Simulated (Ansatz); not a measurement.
**CH₃Ga (triplet): from Hartree-Fock to the top rungs at distance C1–Ga2 = 2.122 Å, cc-pVDZ**

The task here is to estimate one member of a computed series from the others.

Computed with Ansatz 0.2.0, Gaussian basis. Level: cc-pVDZ, core rule «outside noble gas», up to 15 orbitals frozen.

To be run: UHF; CCSD(T) on ROHF; CCSD(T) on UHF; BCCD(T) on ROHF; CISD; CCSDT(Q) on ROHF; CCSDT(Q) on UHF; CASSCF and MRCISD+Q, 4 electrons in 4 orbitals; CASSCF and NEVPT2, 4 electrons in 4 orbitals.

24 further runs of the same task are left out: 4 for a known fault of the program, 1 for a mislabelled method, 15 that didn't finish, 4 set aside as unsound or not needed.

**The system**

The geometry derives from a PBE0/def2-TZVP stationary point (not a proven minimum). One bond is set to the value named and the two fragments are kept rigid. No spin-orbit coupling is included. The filled d shell of Ga may be among the frozen orbitals whatever the setting's name suggests; the logs give the count.

5 atoms, charge 0, spin multiplicity 3.

Atoms are counted from 1 here; the program's logs count them from 0.

Bond lengths: C1–Ga2 2.122 Å, C1–H3 1.090 Å, C1–H4 1.087 Å, Ga2–H5 1.596 Å. Angles: Ga2–C1–H3 122.8°, Ga2–C1–H4 123.5°, H3–C1–H4 113.7°, C1–Ga2–H5 119.5°.

The first run:

in.yaml reads:

```yaml
crystal:
  periodic: [false, false, false]
  atoms:
    - {symbol: C, position_ang: [0.000000, 0.091439, 1.763732]}
    - {symbol: Ga, position_ang: [0.000000, -0.038395, -0.354293]}
    - {symbol: H, position_ang: [0.000000, 1.042088, 2.296537]}
    - {symbol: H, position_ang: [0.000000, -0.776688, 2.417605]}
    - {symbol: H, position_ang: [0.000000, 1.300954, -1.223161]}
basis:
  gaussian: {orbitals: cc-pVDZ}
magnetization: {spin_polarized: true, initial_magnetization: 2}
hamiltonian: {xc: hf}
output: {orbitals: {seedname: orbitals}}
```

Launch:

```sh
$ ansatz run in.yaml --threads 1 --pin off --events-out ev --progress --plain --max-ram 2393MiB
```

Among the steps run: UHF; CCSD(T) on ROHF; CCSD(T) on UHF; BCCD(T) on ROHF; CISD; CCSDT(Q) on ROHF; CCSDT(Q) on UHF; CASSCF and MRCISD+Q, 4 electrons in 4 orbitals; CASSCF and NEVPT2, 4 electrons in 4 orbitals.

One table of the session follows, with a row left open; its other results are not shown here.

It belongs to the step «Misses and costs». 

| method | from UCCSDT(Q) (kJ/mol) |
| --- | --- |
| ROHF | +548.4 |
| UHF | +533.5 |
| RMP2 | +100.8 |
| UMP2 | +101.5 |
| RCCSD | +17.4 |
| UCCSD | +16.4 |
| RCCSD(T) | +4.0 |
| UCCSD(T) | +3.4 |
| BCCD(T) | +4.0 |
| RCCSDT | +1.5 |
| UCCSDT | +0.8 |
| RCCSDT(Q) | +0.7 |
| UCCSDT(Q) | 0 |
| CASSCF pair | +505.3 |
| NEVPT2 pair | ? |
| MRCISD pair | +45.3 |
| MRCISD+Q pair | +4.6 |

**Question.** Estimate the row for NEVPT2 pair.

As computed: from UCCSDT(Q) (kJ/mol): +100.2. In the column «from UCCSDT(Q) (kJ/mol)» it lies between MRCISD pair (+45.3) and RMP2 (+100.8).

Not comparable, so not listed: CISD (they don't share determinant, frozen orbitals or solution with the rows shown, or repeat one).

To keep in mind: Restricted and unrestricted rows rest on different reference determinants; where their highest levels disagree by more than a few hundredths of an eV, they describe different states and don't form one ladder.
